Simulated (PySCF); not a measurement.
# AsCuH9NSi2 (Cu(AsH3)(N(SiH3)2)): the cost of one run

The runs use PySCF 2.14.0, with density-fitted response routines of our own; the level of theory stands in each step. All values are computed, except where a source is named. Atoms are numbered from 0 throughout.

### 1 Starting geometry

14 atoms, charge 0, multiplicity 1; geometry from: GFN2-xTB. The atoms were then displaced at random by about 0.03 Å, so the start is not that level's minimum.

Bonds of the start (Å): Cu0–As1 2.27, Cu0–N5 1.89, As1–H2 1.45, As1–H3 1.39, As1–H4 1.47, N5–Si6 1.70, N5–Si7 1.73, Si6–H8 1.41, Si6–H9 1.50, Si6–H10 1.50, Si7–H11 1.48, Si7–H12 1.46, Si7–H13 1.37.

### 2 Optimising the geometry at PBE0-D3(BJ)/def2-SVP

What the job is given:

```
{"job": {"xc": "PBE0", "basis": "def2-SVP", "d3": "d3bj", "grid": 1, "maxiter": 40, "shake": 0.03, "kind": "geom"}, "charge": 0, "multiplicity": 1}
Cu     0.037330    -0.091350     0.992530
As    -0.041130    -0.048610     3.263620
H      0.438000    -1.168930     4.058540
H     -1.147060     0.091590     4.096130
H      0.696190     0.954940     4.049600
N     -0.010410     0.022430    -0.891980
Si     0.054510     1.484490    -1.760240
Si     0.039390    -1.441440    -1.804060
H      1.207030     1.626430    -2.563150
H      0.043770     2.568720    -0.729420
H     -1.191130     1.648240    -2.582430
H     -1.173460    -1.571350    -2.633630
H     -0.109010    -2.531050    -0.836360
H      1.136550    -1.587920    -2.615930
```

Run with:

```console
> OMP_NUM_THREADS=1 python probes_run.py task.json out
```

The driver reads the jobs from task.json and runs them one after another.

Q: Estimate the wall time and peak memory of this first job on 1 thread of Arm Neoverse V2, shared host.

About 1.7 min, with a peak of 0.7 GiB.
